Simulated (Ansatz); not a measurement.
**SiGeNH (triplet): from Hartree-Fock to the top rungs at a displaced geometry (v2), cc-pVDZ**

Aim: climb from Hartree-Fock through coupled cluster for SiGeNH (triplet) at one geometry and basis, and see what each rung misses.

Computed with Ansatz 0.2.0, Gaussian basis. Level: cc-pVDZ, core rule «outside noble gas», up to 20 orbitals frozen.

To be run: UHF; CCSD(T) on ROHF; CCSD(T) on UHF; BCCD(T) on ROHF; CISD as a restricted active space (open shells left free, so some higher excitations enter); CCSDT(Q) on ROHF; CCSDT(Q) on UHF.

34 further runs of the same task are left out: 1 for a known fault of the program, 14 that didn't finish, 19 set aside as unsound or not needed. Runs told in other sessions of the task aren't counted.

### Step 1. The system

The geometry is a PBE0/def2-TZVP stationary point (not a proven minimum) with its atoms shifted at random (size 0.100 Å). No spin-orbit coupling is included. The filled d shell of Ge may be among the frozen orbitals whatever the setting's name suggests.

4 atoms, charge 0, spin multiplicity 3.

Atoms are counted from 1 here; the program's logs count them from 0.

Bond lengths: Ge1–N3 1.711 Å, Si2–N3 1.638 Å, Si2–H4 1.577 Å. Angles: N3–Si2–H4 115.3°, Ge1–N3–Si2 171.3°.

### Step 2. UHF

in.yaml

```yaml
crystal:
  periodic: [false, false, false]
  atoms:
    - {symbol: Ge, position_ang: [0.064562, 0.284869, 2.303011]}
    - {symbol: Si, position_ang: [-0.100316, 0.409519, -1.029586]}
    - {symbol: N, position_ang: [-0.023645, 0.221103, 0.595701]}
    - {symbol: H, position_ang: [0.059399, -0.915491, -1.869126]}
basis:
  gaussian: {orbitals: cc-pVDZ}
magnetization: {spin_polarized: true, initial_magnetization: 2}
hamiltonian: {xc: hf}
output: {orbitals: {seedname: orbitals}}
```

Command:

```sh
$ ansatz run in.yaml --threads 1 --pin off --events-out ev --progress --plain --max-ram 2393MiB
```

After this run come: CCSD(T) on ROHF; CCSD(T) on UHF; BCCD(T) on ROHF; CISD as a restricted active space (open shells left free, so some higher excitations enter); CCSDT(Q) on ROHF; CCSDT(Q) on UHF.

Q: Predict the results of all the runs planned. Wanted: RCCSDT(Q) from the RHF energy; RMP2 from RCCSDT(Q); UMP2 from RCCSDT(Q); RCCSD from RCCSDT(Q); RCCSD(T) from RCCSDT(Q); UCCSD(T) from RCCSDT(Q); UCCSDT(Q) from RCCSDT(Q); T1 diagnostic.

The runs gave:

| quantity | value |
| --- | --- |
| RCCSDT(Q) from the ROHF energy | -9.7887 eV |
| RMP2 from RCCSDT(Q) | +1140.4 meV |
| UMP2 from RCCSDT(Q) | +1528.3 meV |
| RCCSD from RCCSDT(Q) | +555.2 meV |
| RCCSD(T) from RCCSDT(Q) | +85.3 meV |
| UCCSD(T) from RCCSDT(Q) | +98.6 meV |
| UCCSDT(Q) from RCCSDT(Q) | -17.0 meV |
| levels within 1 kcal/mol (43 meV) | UCCSDT, UCCSDT(Q) |
| T1 diagnostic | 0.051 |

In words: RCCSD(T) lands +85.3 meV from the yardstick (0.9 % of the correlation energy). These misses are within one basis, not against nature; the frozen cores of restricted and unrestricted runs differ, which can shift their rows.
